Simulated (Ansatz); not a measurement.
# Rb3Ba (Fm-3m) in Ansatz: equation of state

Aim: energy against volume of Rb3Ba in PBE, for its equilibrium volume and stiffness.

All numbers are computed with Ansatz 0.2.0; they aren't measurements. Logs are shortened: lines on timing, memory, paths and dates and some standing lists are left out, and cuts for length are marked.

### 1 Starting point

It takes space group Fm-3m (No. 225, cubic). The conventional cell has a = 11.029 Å, b = 11.029 Å, c = 11.029 Å, α = 90.00°, β = 90.00°, γ = 90.00°.

The cell comes from a database or a generator and needn't be the stable form of this composition.

### 2 Single point, PBE, 78.81 Å³/atom (volume scaled by 0.94)

File input.yaml:

```yaml
crystal:
  lattice:
    - [0.0, 5.4018590255, 5.4018590255]
    - [5.4018590255, 0.0, 5.4018590255]
    - [5.4018590255, 5.4018590255, 0.0]
  atoms:
    - { symbol: Ba, position: [0.0, 0.0, 0.0] }
    - { symbol: Rb, position: [0.5, 0.5, 0.5] }
    - { symbol: Rb, position: [0.75, 0.75, 0.75] }
    - { symbol: Rb, position: [0.25, 0.25, 0.25] }
hamiltonian:
  xc: pbe
  pseudopotentials: { kind: paw }
kpoints:
  mp_grid: { grid: [4, 4, 4] }
scf:
  occupations: { method: fermi_dirac, width: 0.05 }
output:
  forces: true
  stress: true
  eigenvalues: true
```

Potentials or basis: Ansatz PAW.

The run is started by

```sh
> ansatz run input.yaml --threads 2 --pin off --max-ram 5120MiB --backend cpu --events-out ev --progress --plain --runs-dir out
```

The program printed:

```text
Warning: RAYON_NUM_THREADS=2 ignored (pool sized by the plan → 2); use --threads N
Engine: ansatz 0.2.0, aarch64-unknown-linux-gnu
Pseudopotentials: kind: paw
Pseudopotential: Ba, paw, valence charge 10, recommended cutoff 420 eV (normal), Ba.paw.azcp
Pseudopotential: Rb, paw, valence charge 9, recommended cutoff 420 eV (normal), Rb.paw.azcp
Functional definition: PBE
  parameter kappa = 0.804
  parameter beta = 0.06672455060314922
  exchange = pbe_x(kappa = kappa, mu = beta*pi^2/3)
  correlation = pbe_c(beta = beta)
Crystal: 4 atoms, lattice volume = 315.253 Å³
Basis set: ecut = 420 eV, 6183 PW (Γ), exchange–correlation on 108×108×108 points (8 copies of the dense FFT grid, shifted against one another)
Bands: 23, of which v1, the nominal top of the filled ones, is band 19 counted from 1 (18 counted from 0)
Symmetry: 48 space group operations
Space group: Fm-3m (ITA 225), of the structure as read, at distance tolerance 6.8e-5 Å
k-points: 8 of 64
Non-local potential: Ba, projectors of the file, l = 0: 3, l = 1: 2, l = 2: 2, l = 3: 2
Non-local potential: Rb, projectors of the file, l = 0: 3, l = 1: 2, l = 2: 2
PAW form: soft (Blöchl's): semilocal exchange-correlation on the pseudo side does not see the compensation charge
PAW one-centre angular grid: Ba, 194 points (default); XC on 64 Gauss nodes
PAW one-centre angular grid: Rb, 110 points (default); XC on 64 Gauss nodes
Initial density: superposition of atomic densities (neutral atoms: chi_scale 0, normalization atom), corrected by the library's trained network
Initial wavefunctions: pseudopotential atomic-orbital guess
Functional: x = pbe(κ = 0.804, μ = 0.2195149727645171), c = pbe(β = 0.06672455060314922)
SCF iter   1: F=—  HF=-15751.013255 eV  |F-HF|=—  |Δ(HF+E_count)|=         —  Δρ=8.40e-4  dr2=4.80e-3  ethr=1.77e-3  ⟨swp⟩=9.4  Hψ=1039  notcnv=0
preconditioner: auto → Kerker (q_TF=auto, 1.909 Å⁻¹)  [metal: Δε(μ)=0.059 eV  Ē_g=1.365 eV  σ=0.050 eV  W_gap=0.28  n_scr=26 (ndim 8)  ℏωp=4.7 eV  f_vac=0.000  D(μ)=6.89/eV (n_scr^D=50)]
SCF iter   2: F=—  HF=-15751.014653 eV  |F-HF|=—  |Δ(HF+E_count)|=   1.40e-3  Δρ=5.45e-4  dr2=2.35e-3  ethr=1.30e-5  ⟨swp⟩=2.4  Hψ=407  notcnv=0
SCF iter   3: F=—  HF=-15751.014583 eV  |F-HF|=—  |Δ(HF+E_count)|=   6.96e-5  Δρ=2.13e-4  dr2=2.92e-4  ethr=6.35e-6  ⟨swp⟩=2.0  Hψ=206  notcnv=0
SCF iter   4: F=—  HF=-15751.014544 eV  |F-HF|=—  |Δ(HF+E_count)|=   3.89e-5  Δρ=1.30e-4  dr2=5.13e-5  ethr=7.89e-7  ⟨swp⟩=2.0  Hψ=213  notcnv=0
SCF iter   5: F=—  HF=-15751.014479 eV  |F-HF|=—  |Δ(HF+E_count)|=   6.56e-5  Δρ=1.38e-5  dr2=9.44e-7  ethr=1.39e-7  ⟨swp⟩=2.1  Hψ=311  notcnv=0
SCF iter   6: F=—  HF=-15751.014480 eV  |F-HF|=—  |Δ(HF+E_count)|=   7.21e-7  Δρ=4.59e-6  dr2=1.68e-7  ethr=2.55e-9  ⟨swp⟩=2.1  Hψ=336  notcnv=0
SCF iter   7: F=-15751.014480 eV  HF=-15751.014480 eV  |F-HF|=1.98e-8  |Δ(HF+E_count)|=  3.31e-10  Δρ=2.01e-6  dr2=3.83e-8  ethr=2.70e-10  ⟨swp⟩=7.6  Hψ=919  notcnv=0
SCF 1 converged in 7 iterations: F = -15751.014480 eV  dr2 = 3.83e-8
SCF converged after 7 iterations
Free energy (F): -15751.014480 eV
Harris-Foulkes:  -15751.014480 eV  (|F-HF|=1.98e-8)
Internal energy: -15750.958600 eV  (E = F + TS)
E sigma→0 (E₀):  -15750.986540 eV
Entropy (-TS):   -0.055879 eV (-13.970 meV/atom)
Fermi energy:    2.968198 eV
--- Per-component energies (eV) ---
  E_band       = -442.793581
  E_kinetic    = 738.159915
  E_local      = -2469.139994  (includes V_loc(G=0)·N_el)
  E_nonlocal   = 578.027510
  E_hartree    = 697.640073
  E_xc         = -553.863668
  E_vxc        = -538.443106  (∫ρ·V_xc dr)
  E_paw        = -13079.848480  (= ΣΔE_a)
  E_vpaw       = -146.673013  (= ΣTr[D̂ρ^β])
  E_aug_tail   = -0.000005  (compensation charges beyond the density's cutoff)
  E_ewald      = -1661.933953
  E_smearing   = -0.055879  (= −TS)
  E_closure    = 0.000000  (closes the sum)
  Σ components = -15751.014480   (vs F -15751.014480, Δ=0.00e0)
--- Forces (eV/Å), atoms counted from 1 ---
  atom   1  Ba    -0.00000000     0.00000000     0.00000000
  atom   2  Rb    -0.00000000     0.00000000     0.00000000
  atom   3  Rb    -0.00000000    -0.00000000     0.00000000
  atom   4  Rb     0.00000000    -0.00000000     0.00000000
  max |Σ_I F_I| component: 6.94e-18 eV/Å
--- Stress (GPa, compression-positive) ---
        0.283311       0.000000      -0.000000
        0.000000       0.283311       0.000000
        0.000000       0.000000       0.283311
  P = ⅓ Tr σ = 0.2833 GPa (2.833 kbar)
--- Band table (eV; the first three rows and the last of 8) ---
  k-point 0: bands = ["-27.0467", "-25.5710", "-25.5247", "-25.5238", "-12.1709", "-12.1709", "-12.1709", "-9.6892", "-9.6892", "-9.6892", "-9.6414", "-9.6414", "-9.6414", "-9.5962", "-9.5962", "-9.5962", "0.6953", "3.4107", "3.4107", "3.5132", "3.5132", "3.5132", "4.2725"]
  k-point 1: bands = ["-27.0467", "-25.5708", "-25.5247", "-25.5241", "-12.1710", "-12.1710", "-12.1710", "-9.6952", "-9.6952", "-9.6927", "-9.6345", "-9.6345", "-9.6260", "-9.6093", "-9.5970", "-9.5970", "1.0083", "3.0183", "3.4263", "3.4263", "3.6353", "3.6353", "3.7019"]
  k-point 2: bands = ["-27.0467", "-25.5706", "-25.5246", "-25.5244", "-12.1712", "-12.1712", "-12.1712", "-9.7000", "-9.7000", "-9.6910", "-9.6298", "-9.6286", "-9.6286", "-9.6084", "-9.5979", "-9.5979", "1.7163", "2.0497", "3.4202", "3.4202", "3.5954", "3.9500", "3.9500"]
  k-point 7: bands = ["-27.0467", "-25.5704", "-25.5246", "-25.5246", "-12.1716", "-12.1712", "-12.1712", "-9.7137", "-9.6924", "-9.6924", "-9.6433", "-9.6155", "-9.6154", "-9.6048", "-9.6048", "-9.5996", "2.2528", "2.5485", "2.5506", "2.5506", "3.7504", "3.9537", "3.9537"]
```

Wall time 1.6 s (2 threads of Arm Neoverse V2, shared host); peak memory 0.51 GiB.

Results:

```
Free energy            : -15751.0145 eV
Pressure               : 0.3 GPa
Band gap on the k mesh : none (metal or under the smearing width)
```

### 3 Single point, PBE, 80.49 Å³/atom (volume scaled by 0.96)

input.yaml, as its differences from that of step 2:

```diff
@@ -2,5 +2,5 @@
   lattice:
-    - [0.0, 5.4018590255, 5.4018590255]
-    - [5.4018590255, 0.0, 5.4018590255]
-    - [5.4018590255, 5.4018590255, 0.0]
+    - [0.0, 5.4399015396, 5.4399015396]
+    - [5.4399015396, 0.0, 5.4399015396]
+    - [5.4399015396, 5.4399015396, 0.0]
   atoms:
@@ -21 +21,5 @@
   eigenvalues: true
+  write_density: true
+  write_potential: true
+  elf: true
+  volumetric_format: npy
```

Potentials or basis: Ansatz PAW.

The run is started by

```sh
> ansatz run input.yaml --threads 2 --pin off --max-ram 5120MiB --backend cpu --events-out ev --progress --plain --runs-dir out
```

Wall time 2.2 s (2 threads of Arm Neoverse V2, shared host); peak memory 0.52 GiB.

Results (log left out):

```yaml
Free_energy: -15751.0243 eV
Pressure: 0.2 GPa
Band_gap_on_the_k_mesh: none (metal or under the smearing width)
```

### 4 Single point, PBE, 82.17 Å³/atom (volume scaled by 0.98)

input.yaml, as its differences from that of step 3:

```diff
@@ -2,5 +2,5 @@
   lattice:
-    - [0.0, 5.4399015396, 5.4399015396]
-    - [5.4399015396, 0.0, 5.4399015396]
-    - [5.4399015396, 5.4399015396, 0.0]
+    - [0.0, 5.4774192875, 5.4774192875]
+    - [5.4774192875, 0.0, 5.4774192875]
+    - [5.4774192875, 5.4774192875, 0.0]
   atoms:
@@ -21,5 +21 @@
   eigenvalues: true
-  write_density: true
-  write_potential: true
-  elf: true
-  volumetric_format: npy
```

The run is started by

```sh
> ansatz run input.yaml --threads 2 --pin off --max-ram 5120MiB --backend cpu --events-out ev --progress --plain --runs-dir out
```

It took 1.9 s on 2 threads of Arm Neoverse V2, shared host; peak memory 0.52 GiB.

Results (log left out):

| Item | Value |
| --- | --- |
| Free energy | -15751.0303 eV |
| Pressure | 0.1 GPa |
| Band gap on the k mesh | none (metal or under the smearing width) |

### 5 Single point, PBE, 83.84 Å³/atom

input.yaml, as its differences from that of step 4:

```diff
@@ -2,5 +2,5 @@
   lattice:
-    - [0.0, 5.4774192875, 5.4774192875]
-    - [5.4774192875, 0.0, 5.4774192875]
-    - [5.4774192875, 5.4774192875, 0.0]
+    - [0.0, 5.51443, 5.51443]
+    - [5.51443, 0.0, 5.51443]
+    - [5.51443, 5.51443, 0.0]
   atoms:
@@ -21 +21,5 @@
   eigenvalues: true
+  write_density: true
+  write_potential: true
+  elf: true
+  volumetric_format: npy
```

The run is started by

```sh
> ansatz run input.yaml --threads 2 --pin off --max-ram 5120MiB --backend cpu --events-out ev --progress --plain --runs-dir out
```

Run time: 2.3 s. Hardware: 2 threads of Arm Neoverse V2, shared host; peak memory 0.53 GiB.

It converged, with:

```yaml
Free_energy: -15751.0328 eV
Pressure: 0.0 GPa
Band_gap_on_the_k_mesh: none (metal or under the smearing width)
```

### 6 Single point, PBE, 85.52 Å³/atom (volume scaled by 1.02)

input.yaml, as its differences from that of step 5:

```diff
@@ -2,5 +2,5 @@
   lattice:
-    - [0.0, 5.51443, 5.51443]
-    - [5.51443, 0.0, 5.51443]
-    - [5.51443, 5.51443, 0.0]
+    - [0.0, 5.5509504683, 5.5509504683]
+    - [5.5509504683, 0.0, 5.5509504683]
+    - [5.5509504683, 5.5509504683, 0.0]
   atoms:
@@ -21,5 +21 @@
   eigenvalues: true
-  write_density: true
-  write_potential: true
-  elf: true
-  volumetric_format: npy
```

Potentials or basis: Ansatz PAW.

The run is started by

```sh
> ansatz run input.yaml --threads 2 --pin off --max-ram 5120MiB --backend cpu --events-out ev --progress --plain --runs-dir out
```

Run time: 1.9 s. Hardware: 2 threads of Arm Neoverse V2, shared host; peak memory 0.52 GiB.

It converged, with:

```yaml
Free_energy: -15751.0320 eV
Pressure: -0.1 GPa
Band_gap_on_the_k_mesh: none (metal or under the smearing width)
```

### 7 Single point, PBE, 87.20 Å³/atom (volume scaled by 1.04)

input.yaml, as its differences from that of step 6:

```diff
@@ -2,5 +2,5 @@
   lattice:
-    - [0.0, 5.5509504683, 5.5509504683]
-    - [5.5509504683, 0.0, 5.5509504683]
-    - [5.5509504683, 5.5509504683, 0.0]
+    - [0.0, 5.5869966112, 5.5869966112]
+    - [5.5869966112, 0.0, 5.5869966112]
+    - [5.5869966112, 5.5869966112, 0.0]
   atoms:
```

The run is started by

```sh
> ansatz run input.yaml --threads 2 --pin off --max-ram 5120MiB --backend cpu --events-out ev --progress --plain --runs-dir out
```

It took 1.9 s on 2 threads of Arm Neoverse V2, shared host; peak memory 0.53 GiB.

The run converged. Its results:

```
Free energy            : -15751.0283 eV
Pressure               : -0.1 GPa
Band gap on the k mesh : none (metal or under the smearing width)
```

### 8 Single point, PBE, 88.87 Å³/atom (volume scaled by 1.06)

input.yaml, as its differences from that of step 7:

```diff
@@ -2,5 +2,5 @@
   lattice:
-    - [0.0, 5.5869966112, 5.5869966112]
-    - [5.5869966112, 0.0, 5.5869966112]
-    - [5.5869966112, 5.5869966112, 0.0]
+    - [0.0, 5.6225835363, 5.6225835363]
+    - [5.6225835363, 0.0, 5.6225835363]
+    - [5.6225835363, 5.6225835363, 0.0]
   atoms:
@@ -21 +21,5 @@
   eigenvalues: true
+  write_density: true
+  write_potential: true
+  elf: true
+  volumetric_format: npy
```

The run is started by

```sh
> ansatz run input.yaml --threads 2 --pin off --max-ram 5120MiB --backend cpu --events-out ev --progress --plain --runs-dir out
```

Wall time 2.4 s (2 threads of Arm Neoverse V2, shared host); peak memory 0.53 GiB.

The run converged. Its results:

| Quantity | Value |
| --- | --- |
| Free energy | -15751.0220 eV |
| Pressure | -0.2 GPa |
| Band gap on the k mesh | none (metal or under the smearing width) |

### 9 Equation of state, PBE

Potentials or basis: Ansatz PAW.

No new run: the results of the series are fitted here.

Results:

| Property | Result |
| --- | --- |
| Equilibrium volume | 84.28 Å³/atom |
| Bulk modulus | 3.8 GPa |
| Pressure derivative of the bulk modulus | 3.5 |

Energy against volume, from the lowest point:
| volume (Å³/atom) | energy (meV/atom) |
| --- | --- |
| 78.813 | 4.57 |
| 80.490 | 2.11 |
| 82.167 | 0.62 |
| 83.844 | 0.00 |
| 85.521 | 0.18 |
| 87.198 | 1.10 |
| 88.875 | 2.69 |
